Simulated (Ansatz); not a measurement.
I need a ladder of methods at one geometry of H6O2Si3, SMILES [SiH3]O[Si]O[SiH3]. Use Ansatz's Python interface. Settings (for the species named): BLYP, cc-pVDZ basis, multiplicity 1. The script varies functional: blyp, r2scan, revpbe, b3lyp, r2scan0, lc_wpbe.

```xyz
11

Si   -2.8768    0.4770   -0.4797
O    -1.3582    0.0416   -0.2839
Si    0.0641    0.6676    0.1938
O     1.3450   -0.4854    0.1345
Si    2.8901   -0.6821    0.4228
H    -3.4684    1.0165    0.8024
H    -3.7128   -0.6113   -0.9835
H    -2.9343    1.6549   -1.4750
H     3.3137   -2.0478    0.1852
H     3.1600   -0.3617    1.8894
H     3.6429    0.2738   -0.3854
```

The script, `run_methods.py`:
```python
"""H6O2Si3 at several levels of theory."""

from dataclasses import dataclass
from pathlib import Path

import ansatz as az
import numpy as np


@dataclass(frozen=True)
class Options:
    basis: str = "cc-pVDZ"


settings = Options()

GEOMETRY = """
Si   -2.87680    0.47700   -0.47970
O    -1.35820    0.04160   -0.28390
Si    0.06410    0.66760    0.19380
O     1.34500   -0.48540    0.13450
Si    2.89010   -0.68210    0.42280
H    -3.46840    1.01650    0.80240
H    -3.71280   -0.61130   -0.98350
H    -2.93430    1.65490   -1.47500
H     3.31370   -2.04780    0.18520
H     3.16000   -0.36170    1.88940
H     3.64290    0.27380   -0.38540
"""

geometry = az.Crystal.molecule()
for line in GEOMETRY.strip().splitlines():
    symbol, *xyz = line.split()
    geometry = geometry.atom(symbol, [float(v) for v in xyz])

setup = geometry.calculation().basis(gaussian=settings.basis)

print("functional    E (Ha)        dipole (D)   HOMO (eV)  LUMO (eV)")
for name in ["blyp", "r2scan", "revpbe", "b3lyp", "r2scan0", "lc_wpbe"]:
    rep = setup.functional(name).forces().orbitals().run(runs_dir="runs").report
    lines = Path(rep["orbitals_path"]).read_text().splitlines()
    field_of = lambda key: [line.split("=")[1].strip() for line in lines if line.startswith(key)]
    orbitals = [(27.211386 * float(e), s, float(n)) for e, s, n in zip(field_of("Ene="), field_of("Spin="), field_of("Occup="))]
    homo = max(e for e, _, n in orbitals if n > 0.5)
    lumo = min(e for e, _, n in orbitals if n < 0.5)
    dipole = 4.803205 * np.linalg.norm(rep["charge_distribution"]["dipole_moment_e_ang"])
    print(f"{name:10s} {rep['free_energy_ev'] / 27.211386246:14.6f} {dipole:9.3f} {homo:11.3f} {lumo:10.3f}")
```

Running `python run_methods.py` prints:
```text
functional    E (Ha)        dipole (D)   HOMO (eV)  LUMO (eV)
blyp         -1022.564080     0.635      -5.688     -2.340
r2scan       -1022.452722     0.703      -6.077     -2.448
revpbe       -1022.365842     0.668      -5.802     -2.472
b3lyp        -1022.675003     0.645      -6.774     -1.852
r2scan0      -1022.422315     0.685      -7.138     -1.654
lc_wpbe      -1022.234442     0.736      -9.564      0.541
```

Notes:
- Total energies depend on the basis set; only differences at equal settings carry meaning.
- The geometry is a force-field or estimated start, not a minimum of this method, and the basis set is short of its limit. A lower total doesn't mark the better method: functionals have no common bound, and MP2 and coupled cluster aren't variational.
- b3lyp holds the VWN-RPA fit, as in Gaussian; the form of ORCA and Turbomole is b3lyp5.
- Levels such as HOMO and LUMO are orbital energies: with these approximate functionals they aren't the ionisation energy and electron affinity, and their gap isn't the fundamental gap.
- For Al to Cl the sets with a tight d function, cc-pV(X+d)Z, are usual.
- The whole script took 24 s on 1 thread of Intel(R) Xeon(R) Processor @ 2.30GHz, with other jobs on the host, peak memory 0.38 GiB.
